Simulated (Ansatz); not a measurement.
# FH₂InO: a ladder of functionals and wavefunction methods

The task here is to estimate one member of a computed series from the others.

Computed with Ansatz 0.2.0, Gaussian basis. Level: functionals in def2-TZVPP, the program's frozen cores in correlated methods.

Levels to be run: LDA (SPW92), PBE-D4, revPBE-D4, BLYP-D4, r2SCAN-D4, B97M-V, PBE0-D4, B3LYP-D4, r2SCANh-D4, r2SCAN0-D4, HSE06-D4, BHLYP-D4, CAM-B3LYP-D4, LC-ωPBE, ωB97X-V, ωB97M-V, B2PLYP, PBE-QIDH; CCSD(T)/def2-SVP; CCSD(T)/def2-TZVPP; MP2/def2-QZVPP; extrapolation to the limit; RPA on PBE.

## Structure used throughout

The geometry comes from an earlier relaxation with PBE0-D4 in a triple-zeta def2 set; it is a stationary point. In takes the def2 core potential; no spin-orbit term is included.

SMILES `[OH][InH][F]`, 5 atoms, charge 0, spin multiplicity 1.

Atoms are counted from 1 here; the program's logs count them from 0.

Bond lengths: O1–In2 1.966 Å, O1–H4 0.960 Å, In2–F3 1.944 Å, In2–H5 1.691 Å. Angles: In2–O1–H4 113.6°, O1–In2–F3 106.4°, O1–In2–H5 133.9°, F3–In2–H5 119.7°.

The first run:

Input file in.yaml:

```yaml
crystal:
  periodic: [false, false, false]
  atoms:
    - {symbol: O, position_ang: [-1.279452, -0.345914, -0.577374]}
    - {symbol: In, position_ang: [0.480065, 0.042509, 0.210023]}
    - {symbol: F, position_ang: [1.185877, -1.654657, 0.841508]}
    - {symbol: H, position_ang: [-1.725207, 0.429769, -0.925736]}
    - {symbol: H, position_ang: [1.388517, 1.454693, 0.410179]}
basis:
  gaussian: {orbitals: def2-TZVPP}
hamiltonian: {xc: lda}
output: {orbitals: {seedname: orbitals}}
```

Steps of the session up to this table: LDA; PBE-D4 (GGA); revPBE-D4 (GGA); BLYP-D4 (GGA); r2SCAN-D4 (meta-GGA); B97M-V (meta-GGA); PBE0-D4 (hybrid); B3LYP-D4 (hybrid); r2SCANh-D4 (hybrid); r2SCAN0-D4 (hybrid); HSE06-D4 (hybrid); BHLYP-D4 (hybrid); CAM-B3LYP-D4 (range-separated); LC-ωPBE-D4 (range-separated; the results give it without D4); ωB97X-V (range-separated); ωB97M-V (range-separated); B2PLYP (double hybrid); PBE-QIDH (double hybrid).

One table of the session follows, with a row left open; its other results are not shown here.

It belongs to the step «Orbital energies across the functionals». 

```
  functional  HOMO (eV)  LUMO (eV)  gap (eV)
 LDA (SPW92)      -7.49      -2.58      4.90
      PBE-D4      -7.25      -2.33      4.92
   revPBE-D4      -7.16      -2.22      4.94
     BLYP-D4      -7.17      -2.35      4.82
   r2SCAN-D4      -7.60      -2.02      5.58
      B97M-V      -7.67      -2.23      5.44
     PBE0-D4      -8.90      -1.41      7.49
    B3LYP-D4      -8.65      -1.79      6.86
  r2SCANh-D4      -8.22      -1.69      6.53
  r2SCAN0-D4          ?          ?         ?
    HSE06-D4      -8.49      -1.78      6.71
    BHLYP-D4     -10.45      -0.83      9.62
CAM-B3LYP-D4     -10.43      -0.64      9.80
     LC-ωPBE     -11.77       0.51     12.28
     ωB97X-V     -11.43       0.38     11.81
     ωB97M-V     -11.33       0.05     11.38
```

**Question.** Estimate the row for r2SCAN0-D4.

Worked estimate for «HOMO (eV)». Against the share of exact exchange, r2SCAN-D4 (0, -7.60), r2SCANh-D4 (0.1, -8.22) give a slope of -6.20 per unit share; at 0.25 the line stands at -9.15.

As computed: HOMO (eV): -9.17; LUMO (eV): -1.22; gap (eV): 7.95. In «HOMO (eV)» the line misses by +0.02.
